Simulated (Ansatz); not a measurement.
**BTe: one candidate of a structure search**

Where does this trial cell of BTe go when cell and atoms are let free?

Computed with Ansatz 0.2.0 (DFT PBE, scalar-relativistic, plane waves, PAW, unless a step's input says otherwise).

2 further runs of the same task are left out: 1 that didn't finish, 1 set aside as unsound or not needed.

## Step 1: Starting point

The structure is cubic, space group Fm-3m (No. 225). The conventional cell has a = 5.154 Å, b = 5.154 Å, c = 5.154 Å, α = 90.00°, β = 90.00°, γ = 90.00°. Around B (site symmetry m-3m) lie 6 Te at 2.58 Å. Around Te (site symmetry m-3m) lie 6 B at 2.58 Å.

Coordinates:

```xyz
2
Lattice="0.0000 2.5771 2.5771 2.5771 0.0000 2.5771 2.5771 2.5771 0.0000" Properties=species:S:1:pos:R:3 pbc="T T T"
B     0.0000    0.0000    0.0000
Te    2.5771    2.5771    2.5771
```

A structure generator made this guess: species swapped into a database cell of NbN (Fm-3m, No. 225), with Te on the Nb sites and B on the N sites. Its size is a rough estimate.

## Step 2: The guess as it stands, on a coarse mesh

Input file input.yaml:

```yaml
crystal:
  lattice:
    - [0.0, 2.57710511, 2.57710511]
    - [2.57710511, 0.0, 2.57710511]
    - [2.57710511, 2.57710511, 0.0]
  atoms:
    - { symbol: B, position: [0.0, 0.0, 0.0] }
    - { symbol: Te, position: [0.5, 0.5, 0.5] }
basis:
  ecutwfc: 420
kpoints:
  mp_grid: { grid: [6, 6, 6] }
hamiltonian:
  xc: pbe
scf:
  occupations: { method: gaussian, width: 0.1 }
  lower_state_search: "off"
output:
  forces: true
  stress: true
  eigenvalues: true
```

The run is started by

```
> ansatz run input.yaml --threads 1 --pin off --max-ram 2048MiB --backend cpu --events-out ev --progress --plain --runs-dir out
```

What it wrote (excerpt; [...] marks lines left out):

```text
Warning: RAYON_NUM_THREADS=1 ignored (pool sized by the plan → 1); use --threads N
[...]
Pseudopotentials: kind: paw
Pseudopotential: B, paw, valence charge 3, recommended cutoff 420 eV (normal), B.paw.azcp
Pseudopotential: Te, paw, valence charge 16, recommended cutoff 420 eV (normal), Te.paw.azcp
Functional definition: PBE
[...]
Crystal: 2 atoms, lattice volume = 34.232 Å³
Basis set: ecut = 420 eV, 645 PW (Γ), exchange–correlation on 50×50×50 points (8 copies of the dense FFT grid, shifted against one another)
Bands: 14, of which v1, the nominal top of the filled ones, is band 10 counted from 1 (9 counted from 0)
Symmetry: 48 space group operations
Space group: Fm-3m (ITA 225), of the structure as read, at distance tolerance 3.2e-5 Å
k-points: 16 of 216
[...]
SCF iter   1: F=—  HF=-7133.769690 eV  |F-HF|=—  |Δ(HF+E_count)|=         —  Δρ=1.46e-3  dr2=8.06e-4  ethr=1.77e-3  ⟨swp⟩=5.2  Hψ=1239  notcnv=0
[...]
SCF iter   6: F=-7133.769314 eV  HF=-7133.769314 eV  |F-HF|=5.52e-9  |Δ(HF+E_count)|=   2.69e-7  Δρ=5.88e-6  dr2=1.20e-8  ethr=5.26e-10  ⟨swp⟩=5.1  Hψ=1147  notcnv=0
[...]
SCF converged after 6 iterations
Free energy (F): -7133.769314 eV
[...]
E sigma→0 (E₀):  -7133.766145 eV
Entropy (-TS):   -0.006338 eV (-3.169 meV/atom)
Fermi energy:    11.865159 eV
[...]
--- Forces (eV/Å), atoms counted from 1 ---
  atom   1  B     -0.00000000    -0.00000000    -0.00000000
  atom   2  Te     0.00000000    -0.00000000    -0.00000000
[...]
--- Stress (GPa, compression-positive) ---
       -3.474029      -0.000000      -0.000000
       -0.000000      -3.474029       0.000000
       -0.000000      -0.000000      -3.474029
  P = ⅓ Tr σ = -3.4740 GPa (-34.740 kbar)
--- Band table (eV; the first three rows and the last of 16) ---
  k-point 0: bands = ["-25.6348", "-25.6348", "-25.6348", "-25.6184", "-25.6184", "-2.9194", "10.8144", "10.8144", "10.8144", "11.8896", "16.9265", "16.9265", "16.9265", "19.0151"]
[...]
```

It took 0.55 s on 1 thread of Intel Xeon Platinum 8488C (Sapphire Rapids), shared host; peak memory 0.33 GiB.

Read-out: pressure -3.5 GPa, largest force 0.00 eV/Å, gap on this mesh none (metal). The relaxation goes to the converged mesh at once.

## Step 3: Relaxation on the finer mesh

Changes to input.yaml since step 2:

```diff
@@ -11,3 +11,3 @@
 kpoints:
-  mp_grid: { grid: [6, 6, 6] }
+  mp_grid: { grid: [18, 18, 18] }
 hamiltonian:
@@ -16,3 +16,2 @@
   occupations: { method: gaussian, width: 0.1 }
-  lower_state_search: "off"
 output:
@@ -21 +20,6 @@
   eigenvalues: true
+relax:
+  adjacent_minimum: "off"
+  f_tol: 0.01
+  max_steps: 80
+  cell: { stress_tol: 0.05 }
```

The run is started by

```
> ansatz run input.yaml --threads 1 --pin off --max-ram 2048MiB --backend cpu --events-out ev --progress --plain --runs-dir out
```

What it wrote:

```text
Warning: RAYON_NUM_THREADS=1 ignored (pool sized by the plan → 1); use --threads N
Engine: ansatz 0.2.0, x86_64-unknown-linux-gnu
[... 4 set-up lines as earlier in the session ...]
  parameter kappa = 0.804
  parameter beta = 0.06672455060314922
  exchange = pbe_x(kappa = kappa, mu = beta*pi^2/3)
  correlation = pbe_c(beta = beta)
Crystal: 2 atoms, lattice volume = 34.232 Å³
Basis set: ecut = 420 eV, 645 PW (Γ), exchange–correlation on 50×50×50 points (8 copies of the dense FFT grid, shifted against one another)
Bands: 14, of which v1, the nominal top of the filled ones, is band 10 counted from 1 (9 counted from 0)
[... 2 set-up lines as earlier in the session ...]
k-points: 195 of 5832
Non-local potential: B, projectors of the file, l = 0: 2, l = 1: 2, l = 2: 1
Non-local potential: Te, projectors of the file, l = 0: 2, l = 1: 2, l = 2: 2, l = 3: 2
PAW form: soft (Blöchl's): semilocal exchange-correlation on the pseudo side does not see the compensation charge
PAW one-centre angular grid: B, 110 points (default); XC on 64 Gauss nodes
PAW one-centre angular grid: Te, 590 points (default); XC on 64 Gauss nodes
Initial density: superposition of atomic densities (neutral atoms: chi_scale 0, normalization atom), corrected by the library's trained network
Initial wavefunctions: pseudopotential atomic-orbital guess
Functional: x = pbe(κ = 0.804, μ = 0.2195149727645171), c = pbe(β = 0.06672455060314922)
SCF iter   1: F=—  HF=-7133.756634 eV  |F-HF|=—  |Δ(HF+E_count)|=         —  Δρ=1.04e-3  dr2=1.17e-4  ethr=1.77e-3  ⟨swp⟩=5.1  Hψ=15202  notcnv=0
preconditioner: auto → Kerker (q_TF=auto, 2.473 Å⁻¹)  [metal: Δε(μ)=0.015 eV  Ē_g=10.668 eV  σ=0.100 eV  W_gap=0.09  n_scr=14 (ndim 8)  ℏωp=19.0 eV  f_vac=0.000  D(μ)=0.58/eV (n_scr^D=0)]
SCF iter   2: F=—  HF=-7133.756403 eV  |F-HF|=—  |Δ(HF+E_count)|=   2.31e-4  Δρ=6.91e-4  dr2=9.26e-5  ethr=6.18e-7  ⟨swp⟩=2.4  Hψ=6240  notcnv=0
SCF iter   3: F=—  HF=-7133.756572 eV  |F-HF|=—  |Δ(HF+E_count)|=   1.69e-4  Δρ=3.05e-4  dr2=2.04e-5  ethr=4.87e-7  ⟨swp⟩=3.0  Hψ=4559  notcnv=0
SCF iter   4: F=—  HF=-7133.756619 eV  |F-HF|=—  |Δ(HF+E_count)|=   4.68e-5  Δρ=8.74e-5  dr2=2.78e-6  ethr=1.07e-7  ⟨swp⟩=2.1  Hψ=3633  notcnv=0
SCF iter   5: F=—  HF=-7133.756621 eV  |F-HF|=—  |Δ(HF+E_count)|=   1.77e-6  Δρ=3.63e-5  dr2=6.88e-7  ethr=1.47e-8  ⟨swp⟩=2.3  Hψ=3986  notcnv=0
SCF iter   6: F=-7133.756621 eV  HF=-7133.756621 eV  |F-HF|=8.37e-8  |Δ(HF+E_count)|=   2.04e-7  Δρ=1.18e-5  dr2=6.98e-8  ethr=5.26e-10  ⟨swp⟩=4.5  Hψ=13373  notcnv=0
SCF 1 converged in 6 iterations: F = -7133.756621 eV  dr2 = 6.98e-8
relax step   1: F+E_penalty+E_count = -7133.75662062 eV  Δ(F+E_penalty+E_count) = +0.000e0 eV  max|allowed force component| = 8.520e-29 eV/Å  Δτ_max = 0.0000 Å  P = -3.114 GPa  Ω = 34.232 Å³  (6 SCF iters, dr2 threshold 1.00e-7 eV, accepted)
Crystal: 2 atoms, lattice volume = 31.984 Å³
Basis set: ecut = 420 eV, 609 PW (Γ), exchange–correlation on 50×50×50 points (8 copies of the dense FFT grid, shifted against one another)
Initial density: handed on by an earlier stage of this run
Initial wavefunctions: those handed on with the density
iter 1 solved again at ethr=2.34e-4 eV; its pass at ethr=3.10e-3 eV (dr2=4.45e-2 eV) is discarded
SCF iter   1: F=—  HF=-7133.771572 eV  |F-HF|=—  |Δ(HF+E_count)|=         —  Δρ=8.99e-3  dr2=4.48e-2  ethr=2.34e-4  ⟨swp⟩=1.0  Hψ=18315  notcnv=0
preconditioner: auto → Kerker (q_TF=auto, 2.501 Å⁻¹)  [metal: Δε(μ)=0.032 eV  Ē_g=11.121 eV  σ=0.100 eV  W_gap=0.18  n_scr=14 (ndim 8)  ℏωp=19.7 eV  f_vac=0.000  D(μ)=0.74/eV (n_scr^D=0)]
SCF iter   2: F=—  HF=-7133.760957 eV  |F-HF|=—  |Δ(HF+E_count)|=   1.06e-2  Δρ=3.58e-3  dr2=6.95e-3  ethr=2.34e-4  ⟨swp⟩=1.9  Hψ=3139  notcnv=0
SCF iter   3: F=—  HF=-7133.759286 eV  |F-HF|=—  |Δ(HF+E_count)|=   1.67e-3  Δρ=8.66e-4  dr2=2.61e-4  ethr=3.66e-5  ⟨swp⟩=1.8  Hψ=2952  notcnv=0
SCF iter   4: F=—  HF=-7133.759331 eV  |F-HF|=—  |Δ(HF+E_count)|=   4.51e-5  Δρ=2.43e-4  dr2=2.35e-5  ethr=1.37e-6  ⟨swp⟩=1.6  Hψ=2897  notcnv=0
SCF iter   5: F=—  HF=-7133.759340 eV  |F-HF|=—  |Δ(HF+E_count)|=   8.87e-6  Δρ=4.80e-5  dr2=7.37e-7  ethr=1.24e-7  ⟨swp⟩=2.1  Hψ=3561  notcnv=0
SCF iter   6: F=-7133.759340 eV  HF=-7133.759340 eV  |F-HF|=1.08e-8  |Δ(HF+E_count)|=   4.91e-7  Δρ=7.41e-6  dr2=1.11e-8  ethr=1.05e-9  ⟨swp⟩=6.3  Hψ=12567  notcnv=0
SCF 2 converged in 6 iterations: F = -7133.759340 eV  dr2 = 1.11e-8
relax step   2: F+E_penalty+E_count = -7133.75934048 eV  Δ(F+E_penalty+E_count) = -2.720e-3 eV  max|allowed force component| = 4.326e-29 eV/Å  Δτ_max = 0.0000 Å  P = +3.308 GPa  Ω = 31.984 Å³  energy of the carried Pulay correction = +1.226e-3 eV  (6 SCF iters, dr2 threshold 2.00e-7 eV, accepted)
Crystal: 2 atoms, lattice volume = 33.104 Å³
iter 1 solved again at ethr=6.81e-5 eV; its pass at ethr=3.10e-3 eV (dr2=1.29e-2 eV) is discarded
SCF iter   1: F=—  HF=-7133.772763 eV  |F-HF|=—  |Δ(HF+E_count)|=         —  Δρ=4.70e-3  dr2=1.30e-2  ethr=6.81e-5  ⟨swp⟩=1.0  Hψ=19277  notcnv=0
preconditioner: auto → Kerker (q_TF=auto, 2.487 Å⁻¹)  [metal: Δε(μ)=0.025 eV  Ē_g=10.924 eV  σ=0.100 eV  W_gap=0.14  n_scr=14 (ndim 8)  ℏωp=19.4 eV  f_vac=0.000  D(μ)=0.61/eV (n_scr^D=0)]
SCF iter   2: F=—  HF=-7133.769685 eV  |F-HF|=—  |Δ(HF+E_count)|=   3.08e-3  Δρ=1.95e-3  dr2=2.19e-3  ethr=6.81e-5  ⟨swp⟩=1.0  Hψ=2730  notcnv=0
SCF iter   3: F=—  HF=-7133.769191 eV  |F-HF|=—  |Δ(HF+E_count)|=   4.94e-4  Δρ=4.50e-4  dr2=6.95e-5  ethr=1.15e-5  ⟨swp⟩=1.9  Hψ=3040  notcnv=0
SCF iter   4: F=—  HF=-7133.769215 eV  |F-HF|=—  |Δ(HF+E_count)|=   2.31e-5  Δρ=1.28e-4  dr2=6.96e-6  ethr=3.66e-7  ⟨swp⟩=1.6  Hψ=2913  notcnv=0
SCF iter   5: F=-7133.769218 eV  HF=-7133.769217 eV  |F-HF|=1.39e-7  |Δ(HF+E_count)|=   2.86e-6  Δρ=2.47e-5  dr2=1.87e-7  ethr=1.05e-9  ⟨swp⟩=4.6  Hψ=13961  notcnv=0
SCF 3 converged in 5 iterations: F = -7133.769218 eV  dr2 = 1.87e-7
relax step   3: F+E_penalty+E_count = -7133.76921751 eV  Δ(F+E_penalty+E_count) = -9.877e-3 eV  max|allowed force component| = 5.555e-30 eV/Å  Δτ_max = 0.0000 Å  P = -0.196 GPa  Ω = 33.104 Å³  energy of the carried Pulay correction = +6.051e-4 eV  (5 SCF iters, dr2 threshold 2.00e-7 eV, accepted)
Crystal: 2 atoms, lattice volume = 33.039 Å³
iter 1 solved again at ethr=1.96e-7 eV; its pass at ethr=3.10e-3 eV (dr2=3.72e-5 eV) is discarded
SCF iter   1: F=—  HF=-7133.769303 eV  |F-HF|=—  |Δ(HF+E_count)|=         —  Δρ=2.57e-4  dr2=3.88e-5  ethr=1.96e-7  ⟨swp⟩=2.8  Hψ=17186  notcnv=0
preconditioner: auto → Kerker (q_TF=auto, 2.488 Å⁻¹)  [metal: Δε(μ)=0.021 eV  Ē_g=10.917 eV  σ=0.100 eV  W_gap=0.12  n_scr=14 (ndim 8)  ℏωp=19.4 eV  f_vac=0.000  D(μ)=0.62/eV (n_scr^D=0)]
SCF iter   2: F=—  HF=-7133.769296 eV  |F-HF|=—  |Δ(HF+E_count)|=   6.99e-6  Δρ=1.05e-4  dr2=6.32e-6  ethr=1.96e-7  ⟨swp⟩=1.0  Hψ=2730  notcnv=0
SCF iter   3: F=—  HF=-7133.769295 eV  |F-HF|=—  |Δ(HF+E_count)|=   1.54e-6  Δρ=2.19e-5  dr2=1.33e-7  ethr=3.33e-8  ⟨swp⟩=1.9  Hψ=3005  notcnv=0
SCF iter   4: F=-7133.769295 eV  HF=-7133.769295 eV  |F-HF|=2.52e-9  |Δ(HF+E_count)|=   2.10e-8  Δρ=5.65e-6  dr2=1.21e-8  ethr=5.06e-10  ⟨swp⟩=4.9  Hψ=10654  notcnv=0
SCF 4 converged in 4 iterations: F = -7133.769295 eV  dr2 = 1.21e-8
relax step   4: F+E_penalty+E_count = -7133.76929461 eV  Δ(F+E_penalty+E_count) = -7.710e-5 eV  max|allowed force component| = 7.626e-30 eV/Å  Δτ_max = 0.0000 Å  P = -0.011 GPa  Ω = 33.039 Å³  energy of the carried Pulay correction = +6.405e-4 eV  (4 SCF iters, dr2 threshold 9.61e-8 eV, accepted)
Initial wavefunctions: pseudopotential atomic-orbital guess (no wavefunctions were taken with the density)
iter 1 solved again at ethr=2.00e-7 eV; its pass at ethr=3.10e-3 eV (dr2=3.81e-5 eV) is discarded
SCF iter   1: F=—  HF=-7133.768689 eV  |F-HF|=—  |Δ(HF+E_count)|=         —  Δρ=5.05e-5  dr2=1.21e-7  ethr=2.00e-7  ⟨swp⟩=3.0  Hψ=21996  notcnv=0
preconditioner: auto → Kerker (q_TF=auto, 2.488 Å⁻¹)  [metal: Δε(μ)=0.021 eV  Ē_g=10.918 eV  σ=0.100 eV  W_gap=0.12  n_scr=14 (ndim 8)  ℏωp=19.4 eV  f_vac=0.000  D(μ)=0.61/eV (n_scr^D=0)]
SCF iter   2: F=—  HF=-7133.768692 eV  |F-HF|=—  |Δ(HF+E_count)|=   2.64e-6  Δρ=2.68e-5  dr2=3.12e-8  ethr=6.39e-10  ⟨swp⟩=2.0  Hψ=4579  notcnv=0
SCF iter   3: F=—  HF=-7133.768692 eV  |F-HF|=—  |Δ(HF+E_count)|=   1.80e-7  Δρ=6.50e-6  dr2=3.66e-9  ethr=1.64e-10  ⟨swp⟩=3.0  Hψ=4633  notcnv=0
SCF iter   4: F=—  HF=-7133.768692 eV  |F-HF|=—  |Δ(HF+E_count)|=   1.01e-8  Δρ=7.99e-7  dr2=2.08e-10  ethr=1.93e-11  ⟨swp⟩=2.0  Hψ=3600  notcnv=0
SCF iter   5: F=-7133.768692 eV  HF=-7133.768692 eV  |F-HF|=1.82e-12  |Δ(HF+E_count)|=  1.25e-10  Δρ=1.52e-7  dr2=7.77e-12  ethr=1.00e-12  ⟨swp⟩=5.3  Hψ=13978  notcnv=0
SCF 5 converged in 5 iterations: F = -7133.768692 eV  dr2 = 7.77e-12
relax step   5: F+E_penalty+E_count = -7133.76869202 eV  Δ(F+E_penalty+E_count) = +6.026e-4 eV  max|allowed force component| = 3.040e-30 eV/Å  Δτ_max = 0.0000 Å  P = -0.021 GPa  Ω = 33.039 Å³  stress off target by 2.06e-2 GPa  SCF on the basis re-selected at this cell (its energy is not comparable with the rows above)  (5 SCF iters)
basis re-selected at this cell: Δ(F+E_penalty+E_count) = +6.026e-4 eV, ΔP = -0.010 GPa vs the last step (what re-selecting the basis moved, of the pressure what is left beyond the Pulay correction that the steps carried, after the strain that the cell walked since its last selection, with what the two solves' SCF thresholds leave and, on support functions, any second-order correction that the steps lacked; it is no measure of the basis error at this ecutwfc). This SCF's stress stands 2.06e-2 GPa from its target on what of the cell is left free (relax.cell.stress_tol is 5.00e-2 GPa) and its largest allowed force component is 3.04e-30 eV/Å (relax.f_tol is 1.00e-2 eV/Å): within both
SCF converged after 5 iterations
Free energy (F): -7133.768692 eV
Harris-Foulkes:  -7133.768692 eV  (|F-HF|=1.82e-12)
Internal energy: -7133.765619 eV  (E = F + TS)
E sigma→0 (E₀):  -7133.767156 eV
Entropy (-TS):   -0.003073 eV (-1.536 meV/atom)
Fermi energy:    12.591685 eV
--- Per-component energies (eV) ---
  E_band       = -191.499054
  E_kinetic    = 223.669955
  E_local      = -1003.054584  (includes V_loc(G=0)·N_el)
  E_nonlocal   = -297.258254
  E_hartree    = 704.498137
  E_xc         = -155.324548
  E_vxc        = -141.012316  (∫ρ·V_xc dr)
  E_paw        = -4741.052907  (= ΣΔE_a)
  E_vpaw       = -382.839787  (= ΣTr[D̂ρ^β])
  E_aug_tail   = -0.000233  (compensation charges beyond the density's cutoff)
  E_ewald      = -1865.243184
  E_smearing   = -0.003073  (= −TS)
  E_closure    = -0.000000  (closes the sum)
  Σ components = -7133.768692   (vs F -7133.768692, Δ=0.00e0)
--- Forces (eV/Å), atoms counted from 1 ---
  atom   1  B     -0.00000000     0.00000000    -0.00000000
  atom   2  Te     0.00000000    -0.00000000    -0.00000000
  max |Σ_I F_I| component: 5.80e-30 eV/Å
--- Stress (GPa, compression-positive) ---
       -0.020566       0.000000      -0.000000
       -0.000000      -0.020566      -0.000000
        0.000000       0.000000      -0.020566
  P = ⅓ Tr σ = -0.0206 GPa (-0.206 kbar)
--- Band table (eV; the first three rows and the last of 195) ---
  k-point 0: bands = ["-25.0511", "-25.0511", "-25.0511", "-25.0338", "-25.0338", "-2.6220", "11.3929", "11.3929", "11.3929", "12.8399", "17.6986", "17.6986", "17.6986", "19.6259"]
  k-point 1: bands = ["-25.0509", "-25.0507", "-25.0507", "-25.0338", "-25.0338", "-2.5736", "10.8120", "11.3942", "11.3942", "13.2731", "17.4801", "17.4801", "17.5926", "19.4698"]
  k-point 2: bands = ["-25.0506", "-25.0499", "-25.0499", "-25.0338", "-25.0338", "-2.4290", "9.7542", "11.4015", "11.4015", "13.8875", "16.9345", "16.9345", "17.3134", "19.3108"]
  k-point 194: bands = ["-25.0470", "-25.0423", "-25.0399", "-25.0311", "-25.0298", "1.4409", "5.4685", "6.0801", "6.6053", "13.5704", "15.2038", "18.9004", "20.1098", "21.1211"]
--- Relaxed structure (4 steps of the walk, 4 accepted, 1 SCFs on fresh bases) ---
  F+E_penalty+E_count = -7133.76869202 eV   max|allowed force component| = 3.040e-30 eV/Å   (the final SCF, on the basis selected at the relaxed cell)
  cell:  # Å, volume = 33.0391 Å³
    - [1.4012273090462867e-34, 2.5468277737086846, 2.5468277737086846]
    - [2.5468277737086846, 1.8088570716779344e-33, 2.5468277737086846]
    - [2.5468277737086846, 2.5468277737086846, 1.7451649212667395e-33]
  atoms:
    - { symbol: B, position: [-2.4910766954673568e-33, 1.1957168138243473e-33, 1.992861356373902e-33] }
    - { symbol: Te, position: [0.5, 0.5, 0.5] }
```

It took 17 s on 1 thread of Intel Xeon Platinum 8488C (Sapphire Rapids), shared host; peak memory 0.45 GiB.

Step by step:

```csv
step,energy from step 1 (eV/cell),largest force component (eV/Å),pressure (GPa),volume (Å³)
1,0.0000,0.0000,-3.11,34.23
2,-0.0027,0.0000,3.31,31.98
3,-0.0126,0.0000,-0.20,33.10
4,-0.0127,0.0000,-0.01,33.04
5,-0.0121,0.0000,-0.02,33.04
```

Step 1 is the start. Step 5 repeats the geometry before it on a plane-wave basis chosen anew for that cell, so its energy need not be comparable with the rows above.

Lengths and angles in the start's conventional setting:

|  | before | after | change |
| --- | --- | --- | --- |
| a (Å) | 5.154 | 5.094 | -1.2 % |
| b (Å) | 5.154 | 5.094 | -1.2 % |
| c (Å) | 5.154 | 5.094 | -1.2 % |
| volume (Å³/atom) | 17.12 | 16.52 | -3.5 % |
| shortest distance (Å) | 2.577 | 2.547 | -1.2 % |
| space group (0.01 Å) | Fm-3m | Fm-3m | same |

Forces and stress were held to the start's 48 operations: a distortion of lower symmetry was not tested.

## Step 4: Variant: n_extra_bands 1

Changes to input.yaml since step 3:

```diff
@@ -16,6 +16,7 @@
   occupations: { method: gaussian, width: 0.1 }
+  n_extra_bands: 1
 output:
   forces: true
+  eigenvalues: true
   stress: true
-  eigenvalues: true
 relax:
```

The run is started by

```
> ansatz run input.yaml --threads 1 --pin off --max-ram 2048MiB --backend cpu --events-out ev --progress --plain --runs-dir out
```

What it wrote (excerpt; [...] marks lines left out):

```text
Warning: RAYON_NUM_THREADS=1 ignored (pool sized by the plan → 1); use --threads N
scf.n_extra_bands = 1 over 10 filled bands (N_el = 19.0): the run solves 11 bands
[...]
[... 4 set-up lines as earlier in the session ...]
[...]
Crystal: 2 atoms, lattice volume = 34.232 Å³
Basis set: ecut = 420 eV, 645 PW (Γ), exchange–correlation on 50×50×50 points (8 copies of the dense FFT grid, shifted against one another)
Bands: 11, of which v1, the nominal top of the filled ones, is band 10 counted from 1 (9 counted from 0)
[... 2 set-up lines as earlier in the session ...]
k-points: 195 of 5832
[...]
--- Stress (GPa, compression-positive) ---
       -0.020562      -0.000000      -0.000000
       -0.000000      -0.020562      -0.000000
       -0.000000      -0.000000      -0.020562
  P = ⅓ Tr σ = -0.0206 GPa (-0.206 kbar)
--- Band table (eV; the first three rows and the last of 195) ---
  k-point 0: bands = ["-25.0511", "-25.0511", "-25.0511", "-25.0338", "-25.0338", "-2.6220", "11.3929", "11.3929", "11.3929", "12.8399", "17.6986"]
[...]
--- Relaxed structure (4 steps of the walk, 4 accepted, 1 SCFs on fresh bases) ---
  F+E_penalty+E_count = -7133.76869202 eV   max|allowed force component| = 6.442e-30 eV/Å   (the final SCF, on the basis selected at the relaxed cell)
  cell:  # Å, volume = 33.0391 Å³
    - [-7.117597808451027e-34, 2.546827774660273, 2.546827774660273]
    - [2.546827774660273, -6.46320692448557e-34, 2.546827774660273]
    - [2.546827774660273, 2.546827774660273, -1.1033118716488803e-33]
  atoms:
    - { symbol: B, position: [-1.0462522120963437e-33, 3.039113568470211e-33, 3.4875073736549764e-34] }
    - { symbol: Te, position: [0.5, 0.5, 0.5] }
```

Wall time 16 s (1 thread of Intel Xeon Platinum 8488C (Sapphire Rapids), shared host); peak memory 0.44 GiB.

| run | ending | energy change | pressure (GPa) | gap (eV) | force (eV/Å) | cycles | time |
| --- | --- | --- | --- | --- | --- | --- | --- |
| step 3 | converged | 0 | 0.0 | 0.00 | 0.00 | - | 17 s |
| variant | converged | 0.0 meV/atom | 0.0 | 0.00 | 0.00 | - | 16 s |

Same state: the changed band count leaves the energy within 0.5 meV/atom.

## Step 5: What came out

| quantity | value |
| --- | --- |
| symmetry at the end (tolerance 0.05 Å) | space group Fm-3m (No. 225) |
| conventional cell | a = 5.094 Å, b = 5.094 Å, c = 5.094 Å, α = 90.00°, β = 90.00°, γ = 90.00° |
| volume | 16.52 Å³/atom |
| energy over the elements | +1.05 eV/atom |
| gap on the mesh | none (metal) |

**Reading.** The space group Fm-3m (No. 225) is kept, and the volume per atom shrinks by 3.5 % from the first guess. With a positive formation energy it can't be a ground state. No finished test with a distortion of lower symmetry is shown, so the end may be a saddle point. The runs treat Te without spin-orbit coupling.
